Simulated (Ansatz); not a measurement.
# Al3Ga2As5: the cost of one run

Computed with Ansatz 0.2.0 (DFT PBE, scalar-relativistic, plane waves, PAW, unless a step's input says otherwise).

1 further run of the same task is left out (it didn't finish).

### Step 1. The system as given

It takes space group I-4m2 (No. 119, tetragonal). The conventional cell has a = 4.055 Å, b = 4.055 Å, c = 28.678 Å, α = 90.00°, β = 90.00°, γ = 90.00°. Al (site symmetry -4m2) is surrounded by 4 As at 2.48 Å. Around Al (site symmetry 2mm) lie 4 As at 2.48 Å. Ga (site symmetry 2mm) has 4 As at 2.49 Å as nearest neighbours. As (site symmetry 2mm) is surrounded by 2 Al at 2.48 Å and 2 Ga at 2.49 Å. As (site symmetry -4m2) is surrounded by 4 Ga at 2.49 Å. Around As (site symmetry 2mm) lie 4 Al at 2.48 Å.

Coordinates:

```cif
data_structure
_symmetry_space_group_name_H-M 'P 1'
_symmetry_Int_Tables_number 1
_cell_length_a 14.6228
_cell_length_b 14.6228
_cell_length_c 14.6228
_cell_angle_alpha 164.059
_cell_angle_beta 164.059
_cell_angle_gamma 22.618
_cell_volume 235.80
loop_
_atom_site_label
_atom_site_type_symbol
_atom_site_fract_x
_atom_site_fract_y
_atom_site_fract_z
_atom_site_occupancy
Al1 Al 0.00000 0.00000 0.00000 1
Al2 Al 0.59981 0.59981 0.00000 1
Al3 Al 0.40019 0.40019 0.00000 1
Ga1 Ga 0.19987 0.19987 0.00000 1
Ga2 Ga 0.80013 0.80013 0.00000 1
As1 As 0.64953 0.14953 0.50000 1
As2 As 0.25000 0.75000 0.50000 1
As3 As 0.85047 0.35047 0.50000 1
As4 As 0.45009 0.95009 0.50000 1
As5 As 0.04991 0.54991 0.50000 1
```

The cell was relaxed beforehand at this level, from a generated guess; it is a trial structure. At a tolerance of 0.02 Å it has space group I-4m2 (No. 119); it has 23.58 Å³/atom, an uncorrected energy of -0.43 eV/atom over the elements.

### Step 2. Bands, states and charges

input.yaml reads:

```yaml
crystal:
  lattice:
    - [-2.02762205, 2.02762205, 14.3388688431]
    - [2.02762205, -2.02762205, 14.3388688431]
    - [2.02762205, 2.02762205, -14.3388688431]
  atoms:
    - { symbol: Al, position: [0.0, 0.0, 0.0] }
    - { symbol: Al, position: [0.5998060578, 0.5998060578, 0.0] }
    - { symbol: Al, position: [0.4001939422, 0.4001939422, 0.0] }
    - { symbol: Ga, position: [0.1998699475, 0.1998699475, 0.0] }
    - { symbol: Ga, position: [0.8001300525, 0.8001300525, 0.0] }
    - { symbol: As, position: [0.6495325177, 0.1495325177, 0.5] }
    - { symbol: As, position: [0.25, 0.75, 0.5] }
    - { symbol: As, position: [0.8504674823, 0.3504674823, 0.5] }
    - { symbol: As, position: [0.4500909397, 0.9500909397, 0.5] }
    - { symbol: As, position: [0.0499090603, 0.5499090603, 0.5] }
basis:
  ecutwfc: 420
kpoints:
  mp_grid: { grid: [10, 10, 10] }
  band_path:
    path:
      - [[0.0, 0.0, 0.0], [0.0, 0.0, 0.5], [0.25, 0.25, 0.25], [0.0, 0.5, 0.0], [0.0, 0.0, 0.0], [0.5, 0.5, -0.5], [0.25499901, 0.74500099, -0.25499901]]
      - [[-0.25499901, 0.25499901, 0.25499901], [0.0, 0.0, 0.0]]
      - [[0.0, 0.0, 0.5], [-0.00999803, 0.00999803, 0.5]]
      - [[0.5, 0.5, -0.00999803], [0.5, 0.5, -0.5]]
    npoints: 14
hamiltonian:
  xc: pbe
scf:
  occupations: { method: gaussian, width: 0.02 }
  n_extra_bands: 25
output:
  forces: true
  stress: true
  eigenvalues: true
  populations: true
  dos: { projected: true, de: 0.02, nscf_kmesh: { grid: [15, 15, 15] } }
  bader: true
  write_density: true
  write_potential: true
  elf: true
  volumetric_format: npy
```

Run with:

```
> ansatz run input.yaml --threads 4 --pin off --max-ram 8192MiB --backend cpu --events-out ev --progress --plain --runs-dir out
```

**Question.** How long does this run take on 4 threads of Intel Xeon Platinum 8259CL at 2.50GHz (Skylake/Cascade Lake), shared host, and how much memory does it need?

About 3.8 min, with a peak of 3.3 GiB.
